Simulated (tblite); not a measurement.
# C6H10OSSi: the cost of one run

Programs: tblite 0.8.0 and PySCF 2.14.0, with density-fitted response routines of our own. Each step states its level of theory. These are calculated values for one molecule in the gas phase, unless marked as measured. Atoms are numbered from 0 throughout.

## Step 1: The molecule as given

19 atoms, charge 0, multiplicity 1; geometry from: force field or distance geometry start.

Bonds of the start (Å): O0–C1 1.20, C1–C2 1.47, C2–C3 1.55, C3–C4 1.51, C4–C5 1.34, C5–S6 1.80, S6–Si7 2.16, C5–C8 1.50, C8–C2 1.53, C1–H9 1.12, C2–H10 1.10, C3–H11 1.08, C3–H12 1.09, C4–H13 1.09, Si7–H14 1.49, Si7–H15 1.45, Si7–H16 1.47, C8–H17 1.09, C8–H18 1.11.

## Step 2: Geometry optimisation with GFN2-xTB

What the job is given:

```
{"job": {"kind": "relax", "xc": "GFN2-xTB", "basis": "xTB"}, "charge": 0, "multiplicity": 1}
O     -3.901500     0.275500     0.053800
C     -3.048500     0.029100     0.862500
C     -1.599900     0.187800     0.695900
C     -1.206100     0.751900    -0.688400
C      0.288200     0.586500    -0.510700
C      0.508200    -0.505100     0.238600
S      2.093500    -1.171600     0.755800
Si     3.759400    -0.013600     0.029200
C     -0.813400    -1.116800     0.612700
H     -3.405900    -0.371100     1.843500
H     -1.085100     0.784300     1.466700
H     -1.491500     1.784300    -0.825500
H     -1.467900     0.060100    -1.492500
H      1.032100     1.255100    -0.952900
H      3.890300     1.184900     0.901500
H      4.947100    -0.844300     0.049000
H      3.422900     0.524800    -1.301800
H     -0.791400    -1.676000     1.544700
H     -1.140300    -1.716800    -0.259100
```

Command:

```console
> OMP_NUM_THREADS=1 python probes_run.py task.json out
```

One launch serves the whole session: the jobs run in the order shown.

**Question.** How long does this first job take on 1 thread of Arm Neoverse V1, shared host, and how much memory does it need?

About 1.7 s, with a peak of 0.18 GiB.
